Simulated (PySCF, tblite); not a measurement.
**C5H8FSe radical: geometry, infrared bands and EPR parameters**

What infrared bands and EPR parameters should C5H8FSe radical (`C=[C][Se][C@@H](F)CC`) show?

The runs use tblite 0.8.0 and PySCF 2.14.0, with density-fitted response routines of our own; the level of theory stands in each step. All values are computed, except where a source is named. Atoms are numbered from 0 throughout.

## (1) The starting structure

15 atoms, charge 0, multiplicity 2; geometry from: force field or distance geometry start.

Bonds of the start (Å): C0–C1 1.34, C1–Se2 1.92, Se2–C3 1.94, C3–F4 1.41, C3–C5 1.51, C5–C6 1.53, C0–H7 1.11, C0–H8 1.08, C3–H9 1.12, C5–H10 1.12, C5–H11 1.10, C6–H12 1.12, C6–H13 1.12, C6–H14 1.10.

## (2) Geometry optimisation with GFN2-xTB

What the job is given:

```
{"job": {"kind": "relax", "xc": "GFN2-xTB", "basis": "xTB"}, "charge": 0, "multiplicity": 2}
C      3.163400     0.255300    -0.127000
C      2.238900     0.020800    -1.073200
Se     1.144800    -1.539000    -0.822300
C     -0.579500    -1.078500    -0.053900
F     -0.767200    -1.696800     1.198900
C     -0.741000     0.400400     0.177100
C     -2.119200     0.636900     0.792100
H      3.782100     1.160400    -0.285700
H      3.305000    -0.368100     0.749300
H     -1.397600    -1.472600    -0.716900
H     -0.678200     0.932700    -0.802200
H      0.005900     0.777100     0.895900
H     -2.077200     0.514700     1.904300
H     -2.794300    -0.167900     0.414300
H     -2.490300     1.632600     0.510000
```

On the command line:

```
$ OMP_NUM_THREADS=1 python probes_run.py task.json out
```

The driver reads the jobs from task.json and runs them one after another.

**Question.** This job is followed by: GFN2-xTB harmonic vibrations, gas phase; UKS B3LYP, def2-TZVP-core on Se, pcH-1 on C F H, non-relativistic, mean-field spin-orbit, GIAO. What will the session give for the following? strongest single infrared mode (GFN2-xTB); zero-point energy (GFN2-xTB); g(iso) (B3LYP); ⟨S²⟩; largest a(iso) (averaged by class); surface potential, 1st and 99th percentile.

The runs gave:

| quantity | value |
| --- | --- |
| strongest single infrared mode (GFN2-xTB) | 1672 cm⁻¹, 107 km/mol |
| zero-point energy (GFN2-xTB) | 70.6 kcal/mol |
| g(iso) (B3LYP) | 2.00622 |
| ⟨S²⟩ | 0.757 (exact 0.75) |
| largest a(iso) (averaged by class) | 13C on C1, 308.4 MHz |
| surface potential, 1st and 99th percentile | -0.99 V and 1.16 V |

In words: Relaxing lowered the energy by 0.759 eV in 86 steps; the close pair that moved most is C1–Se2, from 1.922 to 1.820 Å. All 39 modes are real, so the xTB geometry is a minimum. The strongest single mode, at 1672 cm⁻¹, moves mainly C1 and C0. Unscaled tight-binding wavenumbers are off by several per cent, some by more. Its intensities can rank the bands wrongly. C1 carries the largest spin population, 0.81 e. The isotropic g lies 3.9 ppt above the free-electron value. The hyperfine terms hold no scalar relativity, which the heavier nuclei need.
